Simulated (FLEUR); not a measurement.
Crystal: KTaO3.

```
Ta K O
1.0
     3.98830    0.00000    0.00000
     0.00000    3.98830    0.00000
     0.00000    0.00000    3.98830
Ta K O
1 1 3
Direct
  0.00000 0.00000 0.00000
  0.50000 0.50000 0.50000
  0.00000 0.00000 0.50000
  0.00000 0.50000 0.00000
  0.50000 0.00000 0.00000
```

Base run:

```yaml
Program: FLEUR MaX-R8.1 (later development tree)
Functional: PBEsol
Potentials_or_basis: all-electron
Basis: FLAPW
Kmax: 5.41 1/bohr
k_mesh: 7 × 7 × 7
Occupations: fermi-dirac, width 0.05 eV
Spin: no spin polarisation
```

Its results: band gap on the k mesh 2.20 eV, indirect (least direct gap 2.74 eV).

The run is repeated on the same cell with these changes: k mesh from 7 × 7 × 7 to 5 × 5 × 5; spin from no spin polarisation to spin-orbit coupling, no magnetisation. What comes out?

Band gap on the k mesh 2.08 eV, indirect (least direct gap 2.51 eV).

Several settings changed at once, so the effect can't be laid on one alone.

Caveats: spin-orbit coupling is left out, which moves the levels of the heavy elements (some runs); spin-orbit coupling is added in second variation on a limited number of bands (some runs); the mesh misses the band edges, which the band path finds closer together (some runs).
